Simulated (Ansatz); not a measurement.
**F₄H₂O₂SSi₂: taking an electron away**

An exercise on one series of results from a longer session: the logs are not shown, and one member is left open.

The runs use Ansatz 0.2.0, Gaussian basis; unrestricted cation, the program's frozen cores in correlated methods.

Levels to be run: UKS PBE-D4/def2-TZVPP; UKS r2SCAN-D4/def2-TZVPP; UKS PBE0-D4/def2-TZVPP; UKS B3LYP-D4/def2-TZVPP; UKS wB97X-V/def2-TZVPP; UKS wB97M-V/def2-TZVPP; UKS B2PLYP/def2-TZVPP; UHF-CCSD(T)/def2-TZVPP; UHF-MP2/def2-QZVPP; extrapolation to the limit; then −ε(HOMO) from the neutral's earlier runs with LDA (SPW92), PBE-D4, revPBE-D4, BLYP-D4, r2SCAN-D4, B97M-V, PBE0-D4, B3LYP-D4, r2SCANh-D4, r2SCAN0-D4, HSE06-D4, BHLYP-D4, CAM-B3LYP-D4, LC-ωPBE, ωB97X-V, ωB97M-V.

### Structure used throughout

The geometry comes from an earlier relaxation with PBE0-D4 in a triple-zeta def2 set; it is a stationary point, not always the lowest conformer.

SMILES `O[Si](F)(F)S[Si](O)(F)F`, 11 atoms, charge 0, spin multiplicity 1.

Atoms are counted from 1 here; the program's logs count them from 0.

Bond lengths: O1–Si2 1.610 Å, O1–H10 0.958 Å, Si2–F3 1.570 Å, Si2–F4 1.594 Å, Si2–S5 2.104 Å, S5–Si6 2.124 Å, Si6–O7 1.609 Å, Si6–F8 1.579 Å, Si6–F9 1.571 Å, O7–H11 0.960 Å. Angles: Si2–O1–H10 119.4°, O1–Si2–F3 106.4°, O1–Si2–F4 111.6°, O1–Si2–S5 111.3°, F3–Si2–F4 105.8°, F3–Si2–S5 113.1°, F4–Si2–S5 108.6°, Si2–S5–Si6 99.1°, S5–Si6–O7 115.5°, S5–Si6–F8 108.9°, S5–Si6–F9 105.5°, O7–Si6–F8 111.0°, O7–Si6–F9 107.1°, F8–Si6–F9 108.5°, Si6–O7–H11 117.7°.

The first run:

Contents of in.yaml:

```yaml
crystal:
  periodic: [false, false, false]
  atoms:
    - {symbol: O, position_ang: [-1.501221, 1.528509, 1.925913]}
    - {symbol: Si, position_ang: [-1.188386, 0.593840, 0.653201]}
    - {symbol: F, position_ang: [-2.530881, 0.480228, -0.153232]}
    - {symbol: F, position_ang: [-0.820140, -0.892980, 1.093275]}
    - {symbol: S, position_ang: [0.399291, 1.366691, -0.491237]}
    - {symbol: Si, position_ang: [1.148228, -0.450318, -1.297232]}
    - {symbol: O, position_ang: [1.763643, -1.481635, -0.226708]}
    - {symbol: F, position_ang: [0.012807, -1.134920, -2.154161]}
    - {symbol: F, position_ang: [2.316985, -0.033298, -2.261115]}
    - {symbol: H, position_ang: [-0.775988, 1.851759, 2.462441]}
    - {symbol: H, position_ang: [1.175663, -1.827878, 0.448846]}
basis:
  gaussian: {orbitals: def2-TZVPP}
total_charge: 1
magnetization: {spin_polarized: true, initial_magnetization: 1}
hamiltonian: {xc: pbe, dispersion: d4}
```

Steps of the session up to this table: Cation, UKS PBE-D4/def2-TZVPP; Cation, UKS r2SCAN-D4/def2-TZVPP; Cation, UKS PBE0-D4/def2-TZVPP; Cation, UKS B3LYP-D4/def2-TZVPP; Cation, UKS wB97X-V/def2-TZVPP; Cation, UKS wB97M-V/def2-TZVPP; Cation, UKS B2PLYP (frozen core)/def2-TZVPP; Cation, UHF-CCSD(T)/def2-TZVPP; Cation, UHF-MP2/def2-QZVPP.

One of the session's tables, all rows but one given; the rest of the session is left out.

It belongs to the step «Ionisation energies side by side». For comparison, −ε(HOMO) of the neutral from earlier runs:

```
  functional  −ε(HOMO) (eV)
 LDA (SPW92)           7.49
      PBE-D4           7.31
   revPBE-D4           7.23
     BLYP-D4           7.13
   r2SCAN-D4           7.65
      B97M-V           7.74
     PBE0-D4           8.67
    B3LYP-D4           8.39
  r2SCANh-D4           8.15
  r2SCAN0-D4           8.89
    HSE06-D4           8.27
    BHLYP-D4           9.85
CAM-B3LYP-D4              ?
     LC-ωPBE          11.44
     ωB97X-V          11.05
     ωB97M-V          10.87
```

Q: Estimate the row for CAM-B3LYP-D4 from the others.

The run gave: −ε(HOMO) (eV): 10.01. In the column «−ε(HOMO) (eV)» it lies between BHLYP-D4 (9.85) and ωB97M-V (10.87).

Caveats from the session: The cation may have settled in a state other than its lowest; no search over hole states beyond the program's own was made.
